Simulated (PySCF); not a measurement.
# C₅H₁₀O₂Si₂: NMR shifts in solvents

Aim: compute the NMR shifts of C₅H₁₀O₂Si₂ (`C#C[Si]1(C[SiH3])OCCO1`), and see what a dielectric continuum does where one was used.

The runs use PySCF 2.14.0, with density-fitted response routines of our own; the level of theory stands in each step. All values are computed, except where a source is named. Atoms are numbered from 0 throughout.

### 1 Starting geometry

19 atoms, charge 0, multiplicity 1; geometry from: GFN2-xTB. The atoms were then displaced at random by about 0.01 Å, so the start is not that level's minimum.

Bonds of the start (Å): C0–C1 1.18, C1–Si2 1.85, Si2–C3 1.94, C3–Si4 1.90, Si2–O5 1.64, O5–C6 1.39, C6–C7 1.53, C7–O8 1.41, O8–Si2 1.64, C0–H9 1.08, C3–H10 1.09, C3–H11 1.07, Si4–H12 1.47, Si4–H13 1.45, Si4–H14 1.47, C6–H15 1.08, C6–H16 1.11, C7–H17 1.08, C7–H18 1.11.

### 2 Relaxing the molecule at PBE0-D3(BJ)/def2-SVP

The job: settings as JSON, then the geometry in Å.

```
{"job": {"xc": "PBE0", "basis": "def2-SVP", "d3": "d3bj", "grid": 1, "shake": 0.01, "kind": "geom"}, "charge": 0, "multiplicity": 1}
C     -1.084780     3.412260     1.070250
C     -0.737060     2.338110     0.739990
Si    -0.125990     0.664870     0.227640
C      1.764910     0.436030     0.580170
Si     2.390300    -1.291950     0.107790
O     -0.462010     0.340320    -1.339540
C     -1.557330    -0.508010    -1.430140
C     -1.696350    -1.241230    -0.092170
O     -1.084140    -0.477010     0.915940
H     -1.444330     4.391640     1.359120
H      1.893410     0.622210     1.649550
H      2.287360     1.202130     0.050600
H      1.693510    -2.313420     0.898220
H      2.174860    -1.551020    -1.301340
H      3.826440    -1.335710     0.408850
H     -1.416410    -1.185050    -2.253500
H     -2.455320     0.112660    -1.628150
H     -1.233700    -2.221160    -0.128490
H     -2.764080    -1.388590     0.185950
```

Run with:

```console
$ OMP_NUM_THREADS=1 python probes_run.py task.json out
```

The driver reads the jobs from task.json and runs them one after another.

The program printed:

```text
step   0  E = -924.92199387  max force = 0.091958
step   1  E = -924.93361248  max force = 0.008909
step   2  E = -924.93427381  max force = 0.002297
step   3  E = -924.93444188  max force = 0.001824
step   4  E = -924.93454187  max force = 0.001060
step   5  E = -924.93461524  max force = 0.001067
step   6  E = -924.93468032  max force = 0.001002
step   7  E = -924.93472651  max force = 0.000867
step   8  E = -924.93475896  max force = 0.000438
step   9  E = -924.93478797  max force = 0.000436
step  10  E = -924.93485293  max force = 0.001005
step  11  E = -924.93496852  max force = 0.002398
step  12  E = -924.93504295  max force = 0.001835
step  13  E = -924.93523289  max force = 0.001242
step  14  E = -924.93526245  max force = 0.000632
step  15  E = -924.93529161  max force = 0.000648
step  16  E = -924.93531283  max force = 0.000750
step  17  E = -924.93532689  max force = 0.000988
step  18  E = -924.93533182  max force = 0.000805
step  19  E = -924.93533269  max force = 0.000536
step  20  E = -924.93533452  max force = 0.000415
optimisation converged
```

Run time: 9.8 min. Hardware: 1 thread of Intel Xeon Platinum 8488C, shared host; peak memory 0.83 GiB.

Step by step:

```csv
step,energy from step 0 (eV),largest force component (eV/Å)
0,0.0000,4.7287
1,-0.3162,0.4581
2,-0.3342,0.1181
3,-0.3387,0.0938
4,-0.3414,0.0545
5,-0.3434,0.0549
6,-0.3452,0.0515
7,-0.3465,0.0446
8,-0.3474,0.0225
9,-0.3481,0.0224
10,-0.3499,0.0517
11,-0.3531,0.1233
12,-0.3551,0.0944
13,-0.3603,0.0639
14,-0.3611,0.0325
15,-0.3618,0.0333
16,-0.3624,0.0386
17,-0.3628,0.0508
18,-0.3629,0.0414
19,-0.3630,0.0276
20,-0.3630,0.0213
```

Distances of close pairs at the start and the end, largest changes first:

```csv
bond,before (Å),after (Å),change (Å)
Si2–C3,1.937,1.848,-0.089
Si4–H13,1.449,1.491,+0.042
Si2–O5,1.635,1.677,+0.042
C0–C1,1.176,1.217,+0.041
C3–H11,1.068,1.103,+0.035
Si2–O8,1.642,1.674,+0.032
Si4–H14,1.468,1.496,+0.028
Si4–H12,1.468,1.495,+0.027
```

The next job starts from the end point, and lists it.

```csv
at the end point,value
point group (found at 0.08 Å tolerance),C1
"rotational constants (GHz, main isotopes)","1.458, 0.992, 0.716"
dipole moment (D),0.76
```

### 3 NMR shieldings: PBE0/pcSseg-1 in benzene

The job: settings as JSON, then the geometry in Å.

```
{"job": {"kind": "nmr", "xc": "PBE0", "basis": "pcSseg-1", "solvent": "benzene", "pop": true}, "charge": 0, "multiplicity": 1}
C     -0.914370     3.498862     0.923687
C     -0.617079     2.340258     0.699738
Si    -0.113835     0.618993     0.336015
C      1.639628     0.303982     0.826660
Si     2.404232    -1.157507    -0.089325
O     -0.366336     0.201352    -1.268290
C     -1.580434    -0.518225    -1.368960
C     -1.779734    -1.257614    -0.037305
O     -1.225118    -0.450862     0.985466
H     -1.183256     4.521203     1.123916
H      1.658448     0.112808     1.913546
H      2.244234     1.209236     0.651016
H      1.481737    -2.333301    -0.051751
H      2.680953    -0.800569    -1.510382
H      3.689739    -1.557004     0.563143
H     -1.522726    -1.216841    -2.218172
H     -2.417613     0.179570    -1.556891
H     -1.266721    -2.236480    -0.055160
H     -2.847076    -1.435061     0.169705
```

Level: GIAO PBE0/pcSseg-1 NMR shielding, non-relativistic, IEF-PCM benzene.

The program printed:

```text
coarse grid: 17056 points
cycle   1  E = -925.0694293570  dE =  1.085e+00  |g| = 9.239e-01  |ddm| = 4.057e+00
cycle   2  E = -924.9080304421  dE =  1.614e-01  |g| = 1.322e+00  |ddm| = 1.827e+00
cycle   3  E = -925.2255129559  dE = -3.175e-01  |g| = 1.405e-01  |ddm| = 1.211e+00
cycle   4  E = -925.2291609592  dE = -3.648e-03  |g| = 5.630e-02  |ddm| = 1.416e-01
cycle   5  E = -925.2296940494  dE = -5.331e-04  |g| = 3.314e-02  |ddm| = 5.429e-02
cycle   6  E = -925.2299624050  dE = -2.684e-04  |g| = 4.996e-03  |ddm| = 2.340e-02
cycle   7  E = -925.2299679478  dE = -5.543e-06  |g| = 1.462e-03  |ddm| = 4.744e-03
final grid: 156032 points
cycle   8  E = -925.3052467891  dE = -1.996e-05  |g| = 1.348e-02  |ddm| = 3.286e-02
cycle   9  E = -925.3052054298  dE =  4.136e-05  |g| = 2.026e-02  |ddm| = 2.173e-02
cycle  10  E = -925.3052808377  dE = -7.541e-05  |g| = 1.176e-03  |ddm| = 1.371e-02
cycle  11  E = -925.3052811209  dE = -2.832e-07  |g| = 2.653e-04  |ddm| = 1.091e-03
cycle  12  E = -925.3052811277  dE = -6.778e-09  |g| = 2.043e-04  |ddm| = 2.994e-04
cycle  13  E = -925.3052811381  dE = -1.044e-08  |g| = 3.270e-05  |ddm| = 1.485e-04
cycle  14  E = -925.3052811384  dE = -2.337e-10  |g| = 1.100e-05  |ddm| = 3.544e-05
converged SCF energy = -925.3052811384

GIAO shielding tensors (ppm)
atom      isotropic    diamagn.    paramagn.     s11        s22        s33       span
  0 C       82.436     261.372    -178.936     -3.411      3.882    246.837    250.248
  1 C       97.960     260.003    -162.042     -2.372      3.627    292.625    294.997
  2 Si     356.390     882.701    -526.311    302.105    376.498    390.566     88.461
  3 C      190.771     262.501     -71.731    181.708    187.559    203.045     21.338
  4 Si     422.697     879.346    -456.648    400.089    407.752    460.250     60.161
  5 O      277.938     398.931    -120.993    239.488    270.017    324.309     84.821
  6 C      117.151     244.190    -127.038     84.878    107.500    159.076     74.198
  7 C      116.560     245.003    -128.443     87.516    103.620    158.545     71.029
  8 O      283.337     398.986    -115.649    238.011    277.852    334.148     96.137
  9 H       28.758      31.895      -3.137     23.689     23.701     38.885     15.196
 10 H       30.950      31.125      -0.175     26.263     28.544     38.043     11.780
 11 H       30.985      30.913       0.073     25.809     28.979     38.168     12.359
 12 H       27.431      29.543      -2.112     23.181     27.658     31.455      8.275
 13 H       27.360      28.862      -1.502     23.794     25.947     32.337      8.543
 14 H       27.344      27.648      -0.304     23.633     24.892     33.507      9.874
 15 H       27.215      28.196      -0.981     23.429     25.027     33.189      9.760
 16 H       27.184      28.455      -1.271     22.502     24.952     34.098     11.596
 17 H       27.245      29.978      -2.733     23.172     24.874     33.691     10.519
 18 H       27.237      27.487      -0.250     23.269     25.008     33.433     10.164
```

It took 66 s on 1 thread of Intel Xeon Platinum 8488C, shared host; peak memory 1.1 GiB.

The references, computed at this level on geometries of the same kind, shield at (ppm): 1H TMS 31.25, 13C TMS 184.9, 29Si TMS 351.9, 17O H2O 338.8. Their shielding less the atom's gives the shift. The references are single molecules in the same continuum, so shifts against H2O, NH3, PH3, H3PO4 or CFCl3 are not on the usual liquid scales and can be off by tens of ppm. Atoms listed in one row are averaged.

```csv
atoms,environment,σ (ppm),δ (ppm)
C0,terminal alkyne carbon,82.4,102.4
C1,alkyne carbon,98.0,86.9
"C6, C7",sp3 CH2 bonded to O,116.9,68.0
C3,sp3 CH2 bonded to 2 Si,190.8,-5.9
"H16, H18",hydrogen on an sp3 CH2 bonded to O,27.21,4.04
"H15, H17",hydrogen on an sp3 CH2 bonded to O,27.23,4.02
"H12, H13, H14",hydrogen on a silicon bonded to C,27.38,3.88
H9,hydrogen on a terminal alkyne carbon,28.76,2.50
"H10, H11",hydrogen on an sp3 CH2 bonded to 2 Si,30.97,0.29
Si2,"silicon bonded to 2 C, 2 O, in a 5-membered ring",356.4,-4.5
Si4,"silicon bonded to C, 3 H",422.7,-70.8
"O5, O8","oxygen bonded to C, Si, in a 5-membered ring",280.6,58.1
```

Charges from the same density, by scheme (e):

```csv
atoms,Mulliken,IAO,Hirshfeld,ESP fit
C0,-0.19,-0.17,-0.07,-0.24
C1,-0.19,-0.37,-0.17,-0.36
Si2,1.25,1.44,0.49,1.12
C3,-0.89,-0.87,-0.25,-0.67
Si4,0.48,0.61,0.31,0.48
"O5, O8",-0.64,-0.65,-0.25,-0.52
"C6, C7",0.02,-0.07,0.00,0.04
```

Mayer bond orders: C0–C1 2.52, C1–Si2 0.89, Si2–C3 0.94, C3–Si4 0.90, Si2–O5 0.93, O5–C6 0.88, C6–C7 1.04, C7–O8 0.89, O8–Si2 0.99.

Ring of atoms Si2, O5, C6, C7, O8: NICS(0) -7.5, NICS(1) -2.8, NICS(1)zz -5.3 ppm (means of both faces).

### 4 Nuclear shieldings: PBE0/pcSseg-1 in chloroform

Settings changed since step 3:

```diff
@@ -1,2 +1,2 @@
-{"job": {"kind": "nmr", "xc": "PBE0", "basis": "pcSseg-1", "solvent": "benzene", "pop": true}, "charge": 0, "multiplicity": 1}
+{"job": {"kind": "nmr", "xc": "PBE0", "basis": "pcSseg-1", "solvent": "chloroform", "pop": false}, "charge": 0, "multiplicity": 1}
 C     -0.914370     3.498862     0.923687
```

Method: GIAO PBE0/pcSseg-1 NMR shielding, non-relativistic, IEF-PCM chloroform.

The program printed:

```text
coarse grid: 17056 points
cycle   1  E = -925.0747815329  dE =  1.080e+00  |g| = 9.195e-01  |ddm| = 4.057e+00
cycle   2  E = -924.9218144242  dE =  1.530e-01  |g| = 1.304e+00  |ddm| = 1.785e+00
cycle   3  E = -925.2290190673  dE = -3.072e-01  |g| = 1.331e-01  |ddm| = 1.178e+00
cycle   4  E = -925.2323864120  dE = -3.367e-03  |g| = 4.668e-02  |ddm| = 1.332e-01
cycle   5  E = -925.2327532443  dE = -3.668e-04  |g| = 2.730e-02  |ddm| = 4.641e-02
cycle   6  E = -925.2329330300  dE = -1.798e-04  |g| = 5.354e-03  |ddm| = 1.959e-02
cycle   7  E = -925.2329395221  dE = -6.492e-06  |g| = 1.396e-03  |ddm| = 4.604e-03
final grid: 156032 points
cycle   8  E = -925.3082061848  dE = -2.009e-05  |g| = 1.345e-02  |ddm| = 3.301e-02
cycle   9  E = -925.3081654267  dE =  4.076e-05  |g| = 2.018e-02  |ddm| = 2.158e-02
cycle  10  E = -925.3082400601  dE = -7.463e-05  |g| = 1.185e-03  |ddm| = 1.359e-02
cycle  11  E = -925.3082403464  dE = -2.863e-07  |g| = 2.884e-04  |ddm| = 1.078e-03
cycle  12  E = -925.3082403558  dE = -9.378e-09  |g| = 2.121e-04  |ddm| = 3.148e-04
cycle  13  E = -925.3082403671  dE = -1.128e-08  |g| = 2.883e-05  |ddm| = 1.508e-04
cycle  14  E = -925.3082403673  dE = -1.767e-10  |g| = 1.020e-05  |ddm| = 3.344e-05
converged SCF energy = -925.3082403673

GIAO shielding tensors (ppm)
atom      isotropic    diamagn.    paramagn.     s11        s22        s33       span
  0 C       81.406     261.038    -179.632     -5.023      2.470    246.773    251.795
  1 C       98.267     260.102    -161.835     -1.980      4.121    292.659    294.639
  2 Si     356.024     882.768    -526.744    301.006    375.869    391.198     90.193
  3 C      190.879     262.611     -71.732    181.793    187.495    203.349     21.556
  4 Si     422.521     879.351    -456.830    399.706    407.501    460.355     60.649
  5 O      279.134     399.198    -120.064    241.180    271.331    324.890     83.711
  6 C      117.160     244.252    -127.092     84.786    107.370    159.325     74.539
  7 C      116.575     245.055    -128.481     87.435    103.443    158.846     71.412
  8 O      284.559     399.274    -114.715    239.731    279.183    334.763     95.032
  9 H       28.596      31.746      -3.150     23.497     23.510     38.780     15.284
 10 H       30.873      31.032      -0.160     26.150     28.444     38.024     11.874
 11 H       30.902      30.821       0.081     25.693     28.882     38.131     12.438
 12 H       27.421      29.557      -2.136     23.171     27.643     31.449      8.278
 13 H       27.397      28.929      -1.532     23.833     25.987     32.371      8.538
 14 H       27.350      27.664      -0.313     23.643     24.892     33.516      9.873
 15 H       27.154      28.117      -0.963     23.352     24.953     33.158      9.807
 16 H       27.144      28.399      -1.255     22.457     24.906     34.068     11.611
 17 H       27.203      29.921      -2.717     23.134     24.817     33.659     10.525
 18 H       27.180      27.416      -0.236     23.194     24.939     33.406     10.212
```

It took 55 s on 1 thread of Intel Xeon Platinum 8488C, shared host; peak memory 1.1 GiB.

This run: δ C0 103.8, C1 86.9, C6 68.3, C3 -5.7, H16 4.09, H15 4.07 ppm (means over like atoms).

### 5 Run by run: NMR shifts

Shifts (ppm) of some atoms, chosen among heavy atoms and hydrogens apart, means over like atoms, with basis size and wall time:

```csv
run,C0,C6,C3,H9,H10,Si2,O5,functions,time
PBE0/pcSseg-1 in benzene,102.4,68.0,-5.9,2.50,0.29,-4.5,58.1,217,66 s
PBE0/pcSseg-1 in chloroform,103.8,68.3,-5.7,2.65,0.36,-4.2,59.1,217,55 s
```

The continuum's effect on the ground state:

```csv
solvent,ε,polarisation energy (Eh),μ (D)
benzene,2.27,-0.0051,0.80
chloroform,4.71,-0.0085,0.84
```

### 6 Outcome

| quantity | value |
| --- | --- |
| point group | C1 |
| rotational constants (main isotopes) | 1.46, 0.99, 0.72 GHz |
| 13C shifts against TMS (PBE0/pcSseg-1, benzene, means over atoms taken as alike) | 102.4, 86.9, 68.0, -5.9 ppm |
| 1H shifts against TMS (PBE0/pcSseg-1, benzene, means over atoms taken as alike) | 4.04, 4.02, 3.88, 2.50, 0.29 ppm |
| 29Si shifts against TMS (PBE0/pcSseg-1, benzene) | -4.5, -70.8 ppm |
| 17O shifts against H2O (PBE0/pcSseg-1, benzene, means over atoms taken as alike) | 58.1 ppm |
| range of the shift of C0 | 102.4 to 103.8 ppm |

In words: The optimisation took 20 steps and gained 0.363 eV; among the close pairs (by a distance rule), Si2–C3 changed most, from 1.937 to 1.848 Å. At PBE0/pcSseg-1: The largest span, 295 ppm, is at C1, where the paramagnetic term is -162 ppm. In ppm, C0 moves most: its shift spreads over 1.3 ppm, from 102.4 (PBE0/pcSseg-1 in benzene) to 103.8 (PBE0/pcSseg-1 in chloroform). The continuum holds electrostatics alone: no hydrogen bonds to the solvent, and the gas-phase geometry is kept.
